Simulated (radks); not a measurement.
**V³⁺ in [Ne] 3s1.75 3p6 3d2 4s0.25: an all-electron calculation**

The task here is to estimate one member of a computed series from the others.

The numbers are computed with radks (a radial shooting solver on a logarithmic mesh, Libxc functionals) version 1 (non-relativistic Kohn-Sham, RPBE, spin-unpolarised, spherical densities, point nucleus), except any that are marked as measured or tabulated.

### What is computed

| Item | Value |
| --- | --- |
| element | vanadium (Z = 23) |
| charge | +3 |
| electrons | 20 |
| configuration | [Ne] 3s1.75 3p6 3d2 4s0.25 |

Set-up of the first run:

Settings of this run:

```text
Z 23
configuration [Ne] 3s1.75 3p6 3d2 4s0.25 4p0 5s0 4d0 4f0
relativity non-relativistic
functional rpbe,pbe
spin unpolarised
nucleus point
```

Started as:

```console
python run_ks.py task.json out
```

This one command runs every case of the session in turn.

Among the steps run: Self-consistent calculation.

One table of the session follows, with a row left open; its other results are not shown here.

It belongs to the step «Shells». From the orbitals of this run (lengths in bohr):

```
level      <r>  outermost maximum (interpolated)  90 % within  nodes
   1s  0.06703                            0.0441        0.119      0
   2s   0.3108                             0.258        0.482      1
   2p   0.2750                             0.209        0.451      0
   3s   0.9400                             0.821         1.40      2
   3p   0.9894                             0.839         1.51      1
   3d    1.152                             0.844         1.90      0
   4s    2.536                              2.30         3.66      3
   4p        ?                                 ?            ?      ?
   4d    3.688                              3.41         5.39      1
```

Q: Estimate the row for 4p from the others.

The run gave: <r>: 2.863; outermost maximum (interpolated): 2.59; 90 % within: 4.15; nodes: 2. In the column «<r>» it lies between 4s (2.536) and 4d (3.688).
